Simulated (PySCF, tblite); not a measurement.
# C4H10BNS: geometry, infrared bands and NMR shifts

Wanted: the infrared bands and NMR shifts of C4H10BNS (`NB1CCCCS1`), by calculation.

Computed with tblite 0.8.0 and PySCF 2.14.0, with density-fitted response routines of our own, on a single molecule in the gas phase. Atoms are numbered from 0 throughout.

### 1 The molecule as given

17 atoms, charge 0, multiplicity 1; geometry from: force field or distance geometry start.

Bonds of the start (Å): N0–B1 1.54, B1–C2 1.59, C2–C3 1.54, C3–C4 1.52, C4–C5 1.52, C5–S6 1.83, S6–B1 1.90, N0–H7 1.06, N0–H8 1.05, C2–H9 1.10, C2–H10 1.10, C3–H11 1.11, C3–H12 1.10, C4–H13 1.09, C4–H14 1.11, C5–H15 1.10, C5–H16 1.10.

### 2 Geometry optimisation with GFN2-xTB

Job settings and geometry (Å):

```
{"job": {"kind": "relax", "xc": "GFN2-xTB", "basis": "xTB"}, "charge": 0, "multiplicity": 1}
N      2.509100     0.210800    -0.503700
B      1.425800    -0.061600     0.551700
C      0.543000    -1.346200     0.224200
C     -0.650800    -0.820600    -0.587800
C     -1.514400    -0.058300     0.399400
C     -1.107100     1.402100     0.243500
S      0.506100     1.503300     1.100300
H      1.957700     0.676000    -1.275200
H      3.100600     0.989400    -0.116100
H      1.077400    -2.088000    -0.383600
H      0.119200    -1.802100     1.129400
H     -1.195400    -1.639600    -1.102000
H     -0.217800    -0.108300    -1.306500
H     -2.583300    -0.221800     0.261500
H     -1.189800    -0.322600     1.430400
H     -1.842100     2.055200     0.742500
H     -0.945300     1.644400    -0.817800
```

The run is started by

```console
$ OMP_NUM_THREADS=1 python probes_run.py task.json out
```

One launch serves the whole session: the jobs run in the order shown.

**Question.** This job is followed by: GFN2-xTB harmonic vibrations, gas phase; GIAO PBE0/pcSseg-1 NMR shielding, non-relativistic, gas phase. Predict these results of the whole session: strongest single infrared mode (GFN2-xTB); zero-point energy (GFN2-xTB); 13C shifts against TMS (PBE0/pcSseg-1); 1H shifts against TMS (PBE0/pcSseg-1, means over atoms taken as alike); 15N shifts against NH3 (PBE0/pcSseg-1); 11B shifts against BF3·OEt2 (PBE0/pcSseg-1); 33S shifts against CS2 (PBE0/pcSseg-1).

The runs gave:

| quantity | value |
| --- | --- |
| strongest single infrared mode (GFN2-xTB) | 1530 cm⁻¹, 141 km/mol |
| zero-point energy (GFN2-xTB) | 89.7 kcal/mol |
| 13C shifts against TMS (PBE0/pcSseg-1) | 32.6, 31.5, 27.8, 18.6 ppm |
| 1H shifts against TMS (PBE0/pcSseg-1, means over atoms taken as alike) | 3.31, 2.73, 1.65, 1.58, 1.04 ppm |
| 15N shifts against NH3 (PBE0/pcSseg-1) | 93.7 ppm |
| 11B shifts against BF3·OEt2 (PBE0/pcSseg-1) | 40.0 ppm |
| 33S shifts against CS2 (PBE0/pcSseg-1) | -45 ppm |

What this shows: Relaxing lowered the energy by 2.257 eV in 97 steps; the close pair that moved most is N0–B1, from 1.537 to 1.390 Å. All 45 modes are real, so the xTB geometry is a minimum. The strongest single mode, at 1530 cm⁻¹, moves mainly H8 and H7. GFN2-xTB is a fitted tight-binding method: band positions and strengths are rough. Its intensities can rank the bands wrongly. At PBE0/pcSseg-1: Shielding is most anisotropic at S6 (span 162 ppm, paramagnetic term -509 ppm).
